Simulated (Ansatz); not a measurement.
# GeH2P: the cost of one run

Program: Ansatz 0.2.0, Gaussian basis. Level of theory: cc-pVDZ, all electrons in the functionals, frozen cores in the correlation of double hybrids and RPA. These are calculated values, not measurements.

To be run: wB97M-V, B2PLYP, RPA-PBE, at charge 0, doublet; charge 0, quartet; charge 1, singlet; charge 1, triplet; displaced geometry v1; displaced geometry v2.

19 further runs of the same task are left out: 8 that didn't finish, 11 set aside as unsound or not needed.

## (1) What is computed

The geometry is a PBE0/def2-TZVP stationary point (not a proven minimum). No spin-orbit coupling is included. The filled d shell of Ge may be among the frozen orbitals whatever the setting's name suggests; the logs give the count.

4 atoms, charge 0, spin multiplicity 2.

Atoms are counted from 1 here; the program's logs count them from 0.

Bond lengths: Ge1–P2 2.136 Å, Ge1–H3 1.563 Å, P2–H4 1.422 Å. Angles: P2–Ge1–H3 116.8°, Ge1–P2–H4 95.7°.

Geometry (Å):

```xyz
4

Ge    0.00000   -0.05622    0.63892
P     0.00000    0.13164   -1.48893
H     0.00000    1.27205    1.46307
H     0.00000   -1.26556   -1.75445
```

No dispersion term is added; wB97M-V holds VV10 nonlocal correlation.

The geometry shown and the zero of energy belong to the point charge 0, doublet. The yardstick, UCCSDT(Q), and other wave-function levels (R restricted, U unrestricted, valence and pair active spaces) come from earlier runs.

## (2) wB97M-V, charge 0, doublet

in.yaml

```yaml
crystal:
  periodic: [false, false, false]
  atoms:
    - {symbol: Ge, position_ang: [0.000000, -0.056222, 0.638924]}
    - {symbol: P, position_ang: [0.000000, 0.131641, -1.488929]}
    - {symbol: H, position_ang: [0.000000, 1.272055, 1.463066]}
    - {symbol: H, position_ang: [0.000000, -1.265559, -1.754446]}
basis:
  gaussian: {orbitals: cc-pVDZ}
magnetization: {spin_polarized: true, initial_magnetization: 1}
hamiltonian: {xc: {name: wB97M-V}}
output: {forces: true, orbitals: {seedname: orbitals}}
```

The run is started by

```bash
$ ansatz run in.yaml --threads 1 --pin off --events-out ev --progress --plain --max-ram 2393MiB
```

**Question.** How long does this run take on 1 thread of Intel Xeon 6975P-C, shared host?

About 7.5 s.
